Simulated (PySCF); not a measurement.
# C2H5AlS (SMILES C=C[S][AlH2]) at 6 levels

Wanted: a comparison of 6 runs (HF/3-21G, HF/def2-SVP, B3LYP/6-31G*, BP86/6-311+G**, M06-2X/cc-pVTZ) of C2H5AlS. 

The calculation is run with PySCF 2.14.0.

**1. The molecule**

The species is C2H5AlS (9 atoms), meant as a singlet with charge 0. SMILES: `C=C[S][AlH2]`. Geometry: a GFN2-xTB relaxation, a rough one for these elements and not checked as a minimum. This is one conformer, not always the lowest.

Bond lengths: C1–C2 1.328 Å, C2–S3 1.786 Å, S3–Al4 2.197 Å, C1–H5 1.078 Å, C1–H6 1.081 Å, C2–H7 1.081 Å, Al4–H8 1.535 Å, Al4–H9 1.537 Å. Angles: C1–C2–S3 124.0°, C2–S3–Al4 81.9°, C1–C2–H7 122.1°, S3–C2–H7 113.7°, C2–C1–H5 121.1°, C2–C1–H6 121.7°, S3–Al4–H8 124.1°, S3–Al4–H9 116.7°, H5–C1–H6 117.2°, H8–Al4–H9 119.2°.

**2. Energy and forces at HF/3-21G (run 1)**

input.py reads:

```python
import pyscf.grad
from pyscf import gto

mol = gto.M(
    atom='''
C     -0.975155     2.140436     1.056357
C      1.408167     1.472134     0.644453
S      2.716897    -1.503787     1.550294
Al    -0.058752    -2.902166    -1.201866
H     -1.646764     3.997886     0.559151
H     -2.289271     0.895314     2.002562
H      2.775365     2.762969    -0.152992
H     -2.911992    -3.048544    -0.701485
H      0.981524    -3.814242    -3.756473
''',
    max_memory=1860,
    verbose=4,
    basis='3-21g',
    unit='bohr',
)

mf = mol.RHF()
mf.conv_tol = 1e-10
mf.kernel()
if not mf.converged:
    mf = mf.newton().run(mf.mo_coeff, mf.mo_occ)

e_final = mf.e_tot
print('E = %.10f Eh' % e_final)
grad = mf.Gradients().kernel()
dip = mf.dip_moment()
pop, q = mf.mulliken_pop()
```

Launch:

```sh
OMP_NUM_THREADS=1 python input.py
```

The program printed:

```text
PySCF version 2.14.0

[... 65 lines left out ...]
converged SCF energy = -714.34080281771
[... 12 lines left out ...]
Dipole moment(X, Y, Z, Debye): -1.82515,  1.02442, -1.01280
[... 25 lines left out ...]
pop of  2 S 2pz           1.96564
pop of  2 S 3px           0.87481
pop of  2 S 3py           0.65749
pop of  2 S 3pz           0.88878
pop of  2 S 4px           0.81744
pop of  2 S 4py           0.27445
pop of  2 S 4pz           0.86540
pop of  3 Al 1s           1.99887
pop of  3 Al 2s           1.98201
pop of  3 Al 3s           0.67013
pop of  3 Al 4s           0.23011
pop of  3 Al 2px          1.96410
pop of  3 Al 2py          1.95385
pop of  3 Al 2pz          1.96270
pop of  3 Al 3px          0.51175
pop of  3 Al 3py          0.13818
pop of  3 Al 3pz          0.44506
pop of  3 Al 4px          0.07528
pop of  3 Al 4py          0.01849
pop of  3 Al 4pz          0.05815
pop of  4 H 1s            0.47030
pop of  4 H 2s            0.28453
pop of  5 H 1s            0.46820
pop of  5 H 2s            0.27405
pop of  6 H 1s            0.46488
pop of  6 H 2s            0.24992
pop of  7 H 1s            0.41230
pop of  7 H 2s            0.85522
pop of  8 H 1s            0.41102
pop of  8 H 2s            0.84351
 ** Mulliken atomic charges  **
charge of    0C =     -0.39190
charge of    1C =     -0.66012
charge of    2S =     -0.20541
charge of    3Al =      0.99133
charge of    4H =      0.24517
charge of    5H =      0.25776
charge of    6H =      0.28521
charge of    7H =     -0.26752
charge of    8H =     -0.25453
```

Wall time 2 s (1 thread of Intel Xeon at 2.70GHz, shared host); peak memory 0.13 GiB.

**3. Energy and forces at HF/def2-SVP (run 2)**

start.xyz reads:

```xyz
9
C2H5AlS
C     -0.516030     1.132670     0.559000
C      0.745170     0.779020     0.341030
S      1.437720    -0.795770     0.820380
Al    -0.031090    -1.535760    -0.636000
H     -0.871430     2.115590     0.295890
H     -1.211430     0.473780     1.059710
H      1.468660     1.462100    -0.080960
H     -1.540960    -1.613220    -0.371210
H      0.519400    -2.018410    -1.987840
```

run.py reads:

```python
import pyscf.grad
from pyscf import gto

molecule = gto.Mole()
molecule.atom = 'start.xyz'
molecule.verbose = 4
molecule.spin = 0
molecule.max_memory = 1860
molecule.charge = 0
molecule.basis = 'def2-svp'
molecule.build()

calc0 = molecule.RHF()
calc0.conv_tol = 1e-10
calc0.kernel()
if not calc0.converged:
    calc0 = calc0.newton().run(calc0.mo_coeff, calc0.mo_occ)

e_tot = calc0.e_tot
print('E(%s) = %.9f' % ('HF', e_tot))
grad = calc0.Gradients().kernel()
dip = calc0.dip_moment()
pop, q = calc0.mulliken_pop()
```

Launch:

```sh
OMP_NUM_THREADS=1 python run.py
```

The program printed:

```text
PySCF version 2.14.0

[... 67 lines left out ...]
converged SCF energy = -717.823537474191
[... 12 lines left out ...]
Dipole moment(X, Y, Z, Debye): -1.10331,  1.18889, -0.32745
[... 60 lines left out ...]
pop of  3 Al 3dxy         0.01444
pop of  3 Al 3dyz         0.01549
pop of  3 Al 3dz^2        0.05450
pop of  3 Al 3dxz         0.05181
pop of  3 Al 3dx2-y2      0.04489
pop of  4 H 1s            0.75051
pop of  4 H 2s            0.14632
pop of  4 H 2px           0.00495
pop of  4 H 2py           0.01709
pop of  4 H 2pz           0.00472
pop of  5 H 1s            0.74624
pop of  5 H 2s            0.12538
pop of  5 H 2px           0.00992
pop of  5 H 2py           0.00959
pop of  5 H 2pz           0.00743
pop of  6 H 1s            0.74743
pop of  6 H 2s            0.12961
pop of  6 H 2px           0.01052
pop of  6 H 2py           0.00895
pop of  6 H 2pz           0.00562
pop of  7 H 1s            0.73292
pop of  7 H 2s            0.52575
pop of  7 H 2px           0.00693
pop of  7 H 2py           0.00010
pop of  7 H 2pz           0.00040
pop of  8 H 1s            0.73150
pop of  8 H 2s            0.51256
pop of  8 H 2px           0.00115
pop of  8 H 2py           0.00072
pop of  8 H 2pz           0.00550
 ** Mulliken atomic charges  **
charge of    0C =     -0.02931
charge of    1C =     -0.24013
charge of    2S =     -0.31914
charge of    3Al =      0.83039
charge of    4H =      0.07641
charge of    5H =      0.10143
charge of    6H =      0.09786
charge of    7H =     -0.26610
charge of    8H =     -0.25142
```

It took 12 s on 1 thread of Intel Xeon at 2.70GHz, shared host; peak memory 0.18 GiB.

Run 3 isn't shown in full; the table further down has it.

**4. Energy and gradient at B3LYP/6-31G(d) (Cartesian functions) (run 4)**

run.py reads:

```python
import pyscf.grad
from pyscf import gto, dft

mol = gto.M(
    atom='''
C     -0.516030     1.132670     0.559000
C      0.745170     0.779020     0.341030
S      1.437720    -0.795770     0.820380
Al    -0.031090    -1.535760    -0.636000
H     -0.871430     2.115590     0.295890
H     -1.211430     0.473780     1.059710
H      1.468660     1.462100    -0.080960
H     -1.540960    -1.613220    -0.371210
H      0.519400    -2.018410    -1.987840
''',
    basis='6-31g*',
    max_memory=1860,
    spin=0,
    cart=True,
    charge=0,
    verbose=3,
)

mf = dft.RKS(mol, xc='b3lyp')
mf.conv_tol = 1e-10
mf.grids.level = 5
mf.kernel()
if not mf.converged:
    mf = mf.newton().run(mf.mo_coeff, mf.mo_occ)

energy = mf.e_tot
print('Final energy', energy)
grad = mf.Gradients().kernel()
dip = mf.dip_moment()
pop, q = mf.mulliken_pop()
```

Launch:

```sh
OMP_NUM_THREADS=1 python run.py
```

The program printed:

```text
converged SCF energy = -719.831880978482
Final energy -719.8318809784822
--------------- RKS gradients ---------------
         x                y                z
0 C     0.0123116907    -0.0047712914    -0.0024729167
1 C    -0.0125833489     0.0044341534    -0.0036117180
2 S    -0.0081450610     0.0070147133    -0.0081649870
3 Al    -0.0046621710    -0.0029749804    -0.0007338633
4 H     0.0026718788    -0.0056988991     0.0036749218
5 H     0.0030450918     0.0009494128    -0.0016886789
6 H    -0.0007686775    -0.0041072296     0.0052204829
7 H     0.0134994873     0.0017434033    -0.0054363191
8 H    -0.0053709343     0.0034090826     0.0132105653
----------------------------------------------
Dipole moment(X, Y, Z, Debye): -1.03775,  1.19496, -0.34180
 ** Mulliken pop  **
pop of  0  C 1s           1.99178
pop of  0  C 2s           0.70652
pop of  0  C 3s           0.58055
pop of  0  C 2px          0.75780
pop of  0  C 2py          0.72026
pop of  0  C 2pz          0.58779
pop of  0  C 3px          0.23001
pop of  0  C 3py          0.31532
pop of  0  C 3pz          0.39653
pop of  0  C 3dxx         0.00232
pop of  0  C 3dxy         0.01062
pop of  0  C 3dxz         0.00634
pop of  0  C 3dyy         0.00854
pop of  0  C 3dyz         0.00344
pop of  0  C 3dzz        -0.01961
pop of  1  C 1s           1.99199
pop of  1  C 2s           0.70434
pop of  1  C 3s           0.62099
pop of  1  C 2px          0.76868
pop of  1  C 2py          0.65303
pop of  1  C 2pz          0.59640
pop of  1  C 3px          0.24782
pop of  1  C 3py          0.30129
pop of  1  C 3pz          0.40043
pop of  1  C 3dxx         0.00569
pop of  1  C 3dxy         0.01474
pop of  1  C 3dxz         0.00801
pop of  1  C 3dyy         0.00387
pop of  1  C 3dyz         0.00576
pop of  1  C 3dzz        -0.02065
pop of  2  S 1s           1.99862
pop of  2  S 2s           1.98851
pop of  2  S 3s           1.40119
pop of  2  S 4s           0.50771
pop of  2  S 2px          1.99016
pop of  2  S 2py          1.98738
pop of  2  S 2pz          1.99040
pop of  2  S 3px          1.11096
pop of  2  S 3py          0.84407
pop of  2  S 3pz          1.11492
pop of  2  S 4px          0.48623
pop of  2  S 4py          0.18633
pop of  2  S 4pz          0.49943
pop of  2  S 3dxx        -0.01394
pop of  2  S 3dxy         0.01418
pop of  2  S 3dxz         0.00743
pop of  2  S 3dyy         0.00862
pop of  2  S 3dyz         0.01073
pop of  2  S 3dzz        -0.01490
pop of  3 Al 1s           1.99889
pop of  3 Al 2s           1.99096
pop of  3 Al 3s           0.99459
pop of  3 Al 4s           0.17396
pop of  3 Al 2px          1.98924
pop of  3 Al 2py          1.98509
pop of  3 Al 2pz          1.98867
pop of  3 Al 3px          0.58410
pop of  3 Al 3py          0.14294
pop of  3 Al 3pz          0.50702
pop of  3 Al 4px          0.09023
pop of  3 Al 4py          0.03119
pop of  3 Al 4pz          0.07765
pop of  3 Al 3dxx         0.04959
pop of  3 Al 3dxy         0.01474
pop of  3 Al 3dxz         0.04546
pop of  3 Al 3dyy        -0.04212
pop of  3 Al 3dyz         0.01575
pop of  3 Al 3dzz         0.02526
pop of  4  H 1s           0.52803
pop of  4  H 2s           0.30436
pop of  5  H 1s           0.52536
pop of  5  H 2s           0.27962
pop of  6  H 1s           0.52784
pop of  6  H 2s           0.28361
pop of  7  H 1s           0.50446
pop of  7  H 2s           0.58470
pop of  8  H 1s           0.50384
pop of  8  H 2s           0.57632
 ** Mulliken atomic charges  **
charge of    0C =     -0.29821
charge of    1C =     -0.30240
charge of    2S =     -0.11803
charge of    3Al =      0.33678
charge of    4H =      0.16761
charge of    5H =      0.19501
charge of    6H =      0.18855
charge of    7H =     -0.08916
charge of    8H =     -0.08016
```

Run time: 34 s. Hardware: 1 thread of Intel Xeon at 2.70GHz, shared host; peak memory 0.77 GiB.

Run 5 isn't shown in full; the table further down has it.

**5. Energy and forces at M06-2X/cc-pVTZ (run 6)**

input.py reads:

```python
# C=C[S][AlH2]
import pyscf.grad
from pyscf import gto, dft

mol = gto.Mole()
mol.atom = '''
C     -0.975155     2.140436     1.056357
C      1.408167     1.472134     0.644453
S      2.716897    -1.503787     1.550294
Al    -0.058752    -2.902166    -1.201866
H     -1.646764     3.997886     0.559151
H     -2.289271     0.895314     2.002562
H      2.775365     2.762969    -0.152992
H     -2.911992    -3.048544    -0.701485
H      0.981524    -3.814242    -3.756473
'''
mol.unit = 'bohr'
mol.basis = 'cc-pvtz'
mol.verbose = 4
mol.max_memory = 1860
mol.build()

mf = dft.RKS(mol, xc='m06-2x')
mf.conv_tol = 1e-10
mf.grids.level = 5
mf.kernel()
if not mf.converged:
    mf = mf.newton().run(mf.mo_coeff, mf.mo_occ)

energy = mf.e_tot
print('E(%s) = %.9f' % ('M06-2X', energy))
grad = mf.Gradients().kernel()
mf.analyze()
```

Launch:

```sh
OMP_NUM_THREADS=1 python input.py
```

The program printed:

```text
PySCF version 2.14.0

[... 100 lines left out ...]
DFT Exchange-Correlation Energy =      -57.009291078477702
[... 19 lines left out ...]
MO #18  energy= -0.485046331306517 occ= 2
[... 17 lines left out ...]
MO #36  energy= 0.204321219761308  occ= 0
[... 17 lines left out ...]
MO #54  energy= 0.510804379204134  occ= 0
[... 17 lines left out ...]
MO #72  energy= 0.846718126955935  occ= 0
[... 17 lines left out ...]
MO #90  energy= 1.23383978188454   occ= 0
[... 17 lines left out ...]
MO #108 energy= 1.88631650802507   occ= 0
[... 17 lines left out ...]
MO #126 energy= 2.55583165323657   occ= 0
[... 17 lines left out ...]
MO #144 energy= 3.18431237578876   occ= 0
[... 17 lines left out ...]
MO #162 energy= 3.69948291816446   occ= 0
[... 17 lines left out ...]
MO #180 energy= 4.42615132792578   occ= 0
[... 17 lines left out ...]
MO #198 energy= 13.8102901548234   occ= 0
[... 171 lines left out ...]
pop of  6 H 3dx2-y2       0.00006
pop of  7 H 1s            1.15224
pop of  7 H 2s            0.00133
pop of  7 H 3s            0.00144
pop of  7 H 2px           0.00549
pop of  7 H 2py           0.00012
pop of  7 H 2pz           0.00049
pop of  7 H 3px           0.00004
pop of  7 H 3py           0.00003
pop of  7 H 3pz           0.00008
pop of  7 H 3dxy          0.00001
pop of  7 H 3dyz          0.00000
pop of  7 H 3dz^2         0.00014
pop of  7 H 3dxz          0.00007
pop of  7 H 3dx2-y2       0.00035
pop of  8 H 1s            1.14467
pop of  8 H 2s            0.00152
pop of  8 H 3s            0.00111
pop of  8 H 2px           0.00122
pop of  8 H 2py           0.00055
pop of  8 H 2pz           0.00397
pop of  8 H 3px           0.00008
pop of  8 H 3py           0.00003
pop of  8 H 3pz           0.00004
pop of  8 H 3dxy          0.00004
pop of  8 H 3dyz          0.00011
pop of  8 H 3dz^2         0.00022
pop of  8 H 3dxz          0.00019
pop of  8 H 3dx2-y2       0.00001
 ** Mulliken atomic charges  **
charge of    0C =     -0.24316
charge of    1C =     -0.16890
charge of    2S =     -0.22381
charge of    3Al =      0.54578
charge of    4H =      0.13278
charge of    5H =      0.13639
charge of    6H =      0.13649
charge of    7H =     -0.16183
charge of    8H =     -0.15374
Dipole moment(X, Y, Z, Debye): -0.91449,  1.06935, -0.27760
```

Run time: 4.3 min. Hardware: 1 thread of Intel Xeon at 2.70GHz, shared host; peak memory 3.1 GiB.

**6. Overview of the runs**

```
run                               level  integration grid  Cartesian functions  energy (Eh)  dipole moment (D)  HOMO energy (eV)  LUMO energy (eV)  wall time
  1                            HF/3-21G                 –                   no  -714.340803               2.33             -9.29              1.43        2 s
  2                         HF/def2-SVP                 –                   no  -717.823537               1.65             -9.31              1.70       12 s
  3  B3LYP/6-31G* (spherical functions)                 5                   no  -719.825946               1.62             -6.41             -1.38       35 s
  4  B3LYP/6-31G* (Cartesian functions)                 5                  yes  -719.831881               1.62             -6.41             -1.38       34 s
  5                      BP86/6-311+G**                 5                   no  -719.920941               1.41             -5.80             -2.25       67 s
  6                      M06-2X/cc-pVTZ                 5                   no  -719.805323               1.43             -7.91             -0.71    4.3 min
```

**7. Summary of results**

```
                       quantity          value
            run 6: total energy  -719.80532 Eh
           run 6: dipole moment         1.43 D
             run 6: HOMO energy       -7.91 eV
             run 6: LUMO energy       -0.71 eV
           run 6: HOMO–LUMO gap        7.20 eV
run 6: largest force on an atom     0.565 eV/Å
```

The dipole moment (its size) runs from 1.41 D (BP86/6-311+G**) to 2.33 D (HF/3-21G). The two ends differ in method and basis. The HOMO–LUMO gap runs from 3.55 eV (BP86/6-311+G**) to 11.00 eV (HF/def2-SVP). Totals of different functionals can't be ranked against each other. All runs together took 6.8 min, the longest 4.3 min.
